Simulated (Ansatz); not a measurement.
# CH8AsBSi: the cost of one run

Program: Ansatz 0.2.0, Gaussian basis. Level of theory: functionals in def2-TZVPP, the program's frozen cores in correlated methods. These are calculated values, not measurements.

Plan: PBE-D4, r2SCAN-D4, PBE0-D4, B3LYP-D4, ωB97X-V, ωB97M-V, B2PLYP; CCSD(T)/def2-TZVPP; MP2/def2-QZVPP; extrapolation to the limit.

## 1. The relaxed structure

All runs share one geometry, relaxed beforehand with PBE0-D4 in a triple-zeta def2 set.

SMILES `[SiH3]CB[AsH2]`, 12 atoms, charge 0, spin multiplicity 1.

Atoms are counted from 1 here; the program's logs count them from 0.

Bond lengths: Si1–C2 1.894 Å, Si1–H5 1.486 Å, Si1–H6 1.487 Å, Si1–H7 1.486 Å, C2–B3 1.538 Å, C2–H8 1.094 Å, C2–H9 1.095 Å, B3–As4 2.012 Å, B3–H10 1.198 Å, As4–H11 1.517 Å, As4–H12 1.515 Å. Angles: C2–Si1–H5 110.1°, C2–Si1–H6 109.2°, C2–Si1–H7 110.8°, H5–Si1–H6 109.0°, H5–Si1–H7 108.9°, H6–Si1–H7 108.8°, Si1–C2–B3 107.6°, Si1–C2–H8 105.2°, Si1–C2–H9 104.8°, B3–C2–H8 115.3°, B3–C2–H9 113.2°, H8–C2–H9 109.8°, C2–B3–As4 123.2°, C2–B3–H10 120.1°, As4–B3–H10 115.8°, B3–As4–H11 98.8°, B3–As4–H12 97.0°, H11–As4–H12 95.9°.

Coordinates:

```xyz
12
CH8AsBSi
Si   -0.8706    1.5863   -0.1705
C     0.0204    0.3034    0.9011
B     0.9593   -0.4983   -0.0155
As    0.3505   -2.0737   -1.1082
H    -1.7566    0.9064   -1.1503
H    -1.6962    2.4629    0.7013
H     0.1058    2.4278   -0.9095
H    -0.7757   -0.2769    1.3769
H     0.5535    0.8907    1.6557
H     2.0553   -0.0826   -0.2642
H    -0.4676   -2.7878   -0.0490
H     1.5990   -2.9133   -0.9340
```

## 2. PBE-D4 (GGA)

Input file in.yaml:

```yaml
crystal:
  periodic: [false, false, false]
  atoms:
    - {symbol: Si, position_ang: [-0.870550, 1.586323, -0.170505]}
    - {symbol: C, position_ang: [0.020386, 0.303398, 0.901083]}
    - {symbol: B, position_ang: [0.959263, -0.498324, -0.015514]}
    - {symbol: As, position_ang: [0.350488, -2.073696, -1.108160]}
    - {symbol: H, position_ang: [-1.756550, 0.906415, -1.150277]}
    - {symbol: H, position_ang: [-1.696245, 2.462851, 0.701326]}
    - {symbol: H, position_ang: [0.105799, 2.427848, -0.909472]}
    - {symbol: H, position_ang: [-0.775721, -0.276860, 1.376935]}
    - {symbol: H, position_ang: [0.553469, 0.890677, 1.655704]}
    - {symbol: H, position_ang: [2.055254, -0.082621, -0.264153]}
    - {symbol: H, position_ang: [-0.467646, -2.787787, -0.048981]}
    - {symbol: H, position_ang: [1.598951, -2.913324, -0.933986]}
basis:
  gaussian: {orbitals: def2-TZVPP}
hamiltonian: {xc: pbe, dispersion: d4}
output: {forces: true, orbitals: {seedname: orbitals}}
```

Launch:

```bash
> ansatz run in.yaml --threads 4 --pin off --events-out ev --progress --plain --max-ram 10444MiB
```

What time and memory should one allow on 4 threads of Arm Neoverse V2, shared host?

About 3.1 s, with a peak of 0.37 GiB.
